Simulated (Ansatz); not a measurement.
The system is RuSe.

```
Ru Se
1.0
     3.18769    0.00000    0.00000
     0.00000    3.18769    0.00000
     0.00000    0.00000    3.18769
Ru Se
1 1
Direct
  0.00000 0.00000 0.00000
  0.50000 0.50000 0.50000
```

The cell comes from a database or a generator and needn't be the stable form of this composition.

```yaml
Program: Ansatz 0.2.0
Task: relaxation of cell and atoms
Functional: LDA
Potentials_or_basis: Ansatz PAW
Cutoff: "420 eV (not typed: the program's choice for these potentials)"
k_mesh: 8 × 8 × 8
Occupations: fermi-dirac, width 0.05 eV
Spin: no spin polarisation
```

At the start: volume 16.20 Å³/atom.

Question: Where does the relaxation end?

Answer: It ends after 5 steps and the volume is 14.44 Å³/atom (-10.9 %); space group Pm-3m (No. 221, to 0.05 Å).

Step by step:
```
step  energy change (eV)  largest force (eV/Å)  volume (Å³)
   1              0.0000                0.0000        32.39
   2             -0.2050                0.0000        27.88
   3             -0.2276                0.0000        29.12
   4             -0.2291                0.0000        28.87
   5             -0.2283                0.0000        28.87
```

Final structure:
```cif
data_structure
_symmetry_space_group_name_H-M 'P 1'
_symmetry_Int_Tables_number 1
_cell_length_a 3.0679
_cell_length_b 3.0679
_cell_length_c 3.0679
_cell_angle_alpha 90.000
_cell_angle_beta 90.000
_cell_angle_gamma 90.000
_cell_volume 28.87
loop_
_atom_site_label
_atom_site_type_symbol
_atom_site_fract_x
_atom_site_fract_y
_atom_site_fract_z
_atom_site_occupancy
Ru1 Ru 0.00000 0.00000 0.00000 1
Se1 Se 0.50000 0.50000 0.50000 1
```

Caveat: the plane-wave basis is chosen anew once the cell has moved, so the energies of steps on either side of that aren't comparable; the PAW data sets come from PBE, with cores solved anew for the run's functional, which leaves a small shift of forces and pressure.
